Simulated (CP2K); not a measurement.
The system is Ba2Tl5V3O12.

```
CELL_PARAMETERS angstrom
7.84177 0.00000 0.00000
3.26320 7.13055 0.00000
3.26321 2.09532 6.81574
ATOMIC_POSITIONS crystal
Ba 0.50000 0.50000 0.50000
Ba 0.00000 0.00000 0.00000
V 0.50000 0.50000 0.00000
V 0.00000 0.50000 0.50000
V 0.50000 0.00000 0.50000
Tl 0.00000 0.00000 0.50000
Tl 0.50000 0.00000 0.00000
Tl 0.00000 0.50000 0.00000
Tl 0.74045 0.74045 0.74045
Tl 0.25955 0.25955 0.25955
O 0.71652 0.08089 0.41242
O 0.41242 0.71652 0.08089
O 0.08089 0.41242 0.71652
O 0.58757 0.91911 0.28348
O 0.91911 0.28348 0.58757
O 0.28348 0.58757 0.91911
O 0.28348 0.91911 0.58757
O 0.58757 0.28348 0.91911
O 0.91911 0.58757 0.28348
O 0.41242 0.08089 0.71652
O 0.08089 0.71652 0.41242
O 0.71652 0.41242 0.08089
```

The cell was built by a generator and needn't be a form met in nature.

Base run:

| Quantity | Value |
| --- | --- |
| Program | CP2K 2026.2 |
| Functional | PBE |
| Potentials or basis | GTH_POTENTIALS Ba GTH-PBE-q10, V GTH-PBE-q13, Tl GTH-PBE-q13, O GTH-PBE-q6; DZVP-MOLOPT-SR-GTH basis |
| Density cutoff | 8163 eV |
| k mesh | 3 × 3 × 3 |
| Occupations | fermi-dirac, width 0.05 eV |
| Spin | collinear spin, ferromagnetic start |
| Starting moments | [0.0, 0.0, 2.0, 2.0, 2.0, 0.0, 0.0, 0.0, 0.0, 0.0, 0.0, 0.0, 0.0, 0.0, 0.0, 0.0, 0.0, 0.0, 0.0, 0.0, 0.0, 0.0] μB |

Its results: band gap on the k mesh none (metal or under the smearing width); pressure 1.2 GPa; net moment 1.18 μB per cell; site moments Ba +0.00, +0.01; V +0.45; Tl -0.01, +0.05; O -0.02 μB; largest force 0.093 eV/Å.

Problem. The run is repeated on the same cell with these changes: dispersion from none to D4. What comes out?

Solution. Band gap on the k mesh none (metal or under the smearing width); pressure -0.7 GPa; net moment 1.18 μB per cell; site moments Ba +0.00, +0.01; V +0.45; Tl -0.01, +0.05; O -0.02 μB; largest force 0.096 eV/Å.

Dispersion adds attraction, which lowers the pressure at fixed volume and, as a term added to the energy, leaves the levels alone.

Caveats: the basis of atomic orbitals isn't converged, which shifts pressures, moduli and gaps; semilocal functionals often make such compounds metallic where correlation or magnetic order opens a gap, which also shifts bond lengths; pairwise dispersion overbinds metals, which lowers pressure and volume (some runs).

Not every run made on this cell is shown here.
